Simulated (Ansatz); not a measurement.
Predict the output of the script below (Ansatz 0.2.0 through its Python package).

The script reads `mg7cd.xyz`:
```text
8
Lattice="6.32928283 0.0 0.0 -3.16464141 5.48131972 0.0 0.0 0.0 5.02223904" Properties=species:S:1:pos:R:3 pbc="T T T"
Mg    4.74537442    2.73974316    2.51111952
Mg    1.58390841    2.73974316    2.51111952
Mg    3.16464138    0.00183334    2.51111952
Mg   -0.00000003    1.82382390    0.00000000
Mg   -1.58516363    4.56940779    0.00000000
Mg    1.58516357    4.56940779    0.00000000
Mg    3.16464145    1.82710655    0.00000000
Cd    0.00000000    0.00000000    2.51111952
```

The script, `run_edit.py`:
```python
"""Keys set on an Input object, for Mg7Cd."""

import warnings

import ansatz as az

KGRID = (5, 5, 6)
BETA = 0.7
OCCUPATIONS = "fermi_dirac"
XC = "LDA"


def main() -> None:
    warnings.simplefilter("ignore", az.DeckWarning)

    structure = az.Crystal.from_extxyz("mg7cd.xyz")

    calculation = (
        structure.calculation()
        .kpoints(*KGRID)
        .mixing("broyden", beta=BETA)
        .occupations(OCCUPATIONS, width=20 * az.meV)
        .functional(XC)
        .eigensolver("davidson", full_accuracy=True)
        .accuracy("low")
        .pseudopotentials("nc")
        .band_table()
    )
    typed = calculation.input()
    rows = []
    for value in [0.0001, 1e-06, 1e-08]:
        edited = typed.set(az.key.scf.convergence.dr2_threshold, value)
        rep = az.Session.from_dict(edited).plan().execute().report
        rows.append((value, rep["free_energy_ev"], rep["n_iterations"], len(rep["eigenvalues_ev"][0]) if "eigenvalues_ev" in rep else 0))
    print("  threshold eV            F eV      iterations    bands listed")
    for row in rows:
        print(f"{str(row[0]):>14s}  {row[1]:14.5f}  {row[2]:14d}  {row[3]:14d}")
    print(edited.to_yaml())


if __name__ == "__main__":
    main()
```

`python run_edit.py` gives:
```text
  threshold eV            F eV      iterations    bands listed
        0.0001    -16061.61469               7              54
         1e-06    -16061.61469               8              54
         1e-08    -16061.61469               9              54
crystal:
  lattice:
    - [6.32928283, 0.0, 0.0]
    - [-3.16464141, 5.48131972, 0.0]
    - [0.0, 0.0, 5.02223904]
  atoms:
    - { symbol: Mg, position: [0.9996655289315319, 0.49983275925382437, 0.5] }
    - { symbol: Mg, position: [0.5001672295325778, 0.49983275925382437, 0.5] }
    - { symbol: Mg, position: [0.5001672297429245, 0.0003344705460822854, 0.5] }
    - { symbol: Mg, position: [0.16636721978670777, 0.33273444957886894, 0.0] }
    - { symbol: Mg, position: [0.16636721900316506, 0.8336327788593217, 0.0] }
    - { symbol: Mg, position: [0.667265549059305, 0.8336327788593217, 0.0] }
    - { symbol: Mg, position: [0.6666666698047515, 0.33333332907645097, 0.0] }
    - { symbol: Cd, position: [0.0, 0.0, 0.5] }
accuracy: low
kpoints:
  mp_grid:
    grid: [5, 5, 6]
hamiltonian:
  xc: lda
  pseudopotentials:
    kind: nc
scf:
  mixing:
    algorithm: broyden
    beta: 0.7
  occupations:
    method: fermi_dirac
    width: 0.02
  eigensolver:
    kind: davidson
    full_accuracy: true
  convergence:
    dr2_threshold: 1.0e-08
output:
  eigenvalues: true
```

Reading the output:
- The settings weren't tested for convergence.
- The mesh is modest for a metal, so energies can be off by several to tens of meV an atom and pressures by half a GPa or more; differences at equal mesh fare better.
- The structure comes from a database of computed cells and needn't be a stable or known phase.
- Run time: 16 min on 1 thread of Arm Neoverse V1 (shared host), peak memory 0.96 GiB.
